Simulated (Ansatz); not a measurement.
C3H7N, SMILES C=CNC: an atomisation energy, run with the Ansatz DFT code, driven from Python.

The script, `tae.py`:
```python
'''Atomisation energy of C3H7N at the given geometry.'''

from collections import Counter

import ansatz as az
from ase import Atoms


def energy_of(molecule, charge=0, unpaired=0):
    calc = (
        molecule.calculation()
        .basis(gaussian='def2-TZVPP')
        .correlation('MP2')
    )
    if charge:
        calc = calc.charge(charge)
    if unpaired:
        calc = calc.spin('collinear', total=unpaired)
    return calc.run().report['free_energy_ev']


def main() -> None:
    atoms = Atoms(['C', 'C', 'N', 'C', 'H', 'H', 'H', 'H', 'H', 'H', 'H'], positions=[
        [-1.2971, 1.395, -0.4459],
        [-0.3025, 0.7883, 0.0539],
        [-0.1599, -0.5643, 0.0652],
        [1.2071, -1.2114, 0.3454],
        [-2.1735, 0.9043, -0.93],
        [-1.3939, 2.5388, -0.4256],
        [0.5416, 1.3538, 0.5174],
        [-0.7401, -1.0733, -0.5063],
        [1.8295, -1.0639, -0.4443],
        [1.5947, -0.829, 1.2856],
        [0.9595, -2.295, 0.5054],
    ])
    system = az.Crystal.molecule_from_ase(atoms)

    # unpaired electrons of the ground-state atoms
    unpaired = {'C': 2, 'N': 3, 'H': 1}
    counts = Counter(site.symbol for site in system.cartesian_sites)
    atom_energy = {s: energy_of(az.Crystal.molecule().atom(s, (0, 0, 0)), 0, unpaired[s]) for s in counts}
    whole = energy_of(system, 0, 0)
    for s, e in atom_energy.items():
        print(f'{s:2s} x{counts[s]}  {e:14.5f} eV')
    print(f'C3H7N: {whole:.5f} eV')
    split = sum(counts[s] * e for s, e in atom_energy.items()) - whole
    print(f'atomisation energy (no zero-point term): {96.485332 * split:.1f} kJ/mol, {split / sum(counts.values()):.3f} eV an atom')


if __name__ == '__main__':
    main()
```

What does it cost to take this molecule apart into atoms?

4155.3 kJ/mol from the electronic energies, without the zero-point term.

What the script printed:

Running `python tae.py` prints:
```text
C  x3     -1027.46354 eV
N  x1     -1482.95560 eV
H  x7       -13.60052 eV
C3H7N: -4703.61638 eV
atomisation energy (no zero-point term): 4155.3 kJ/mol, 3.915 eV an atom
```

What to keep in mind:
- Total energies depend on the basis set; only differences at equal settings carry meaning.
- The geometry is a force-field or estimated start, not a minimum of this method, and the basis set is short of its limit. All parts are taken at fixed geometry, without zero-point energy.
- Hardware and time: 7 s on 1 thread of Arm Neoverse V1 (shared host), peak memory 0.5 GiB.
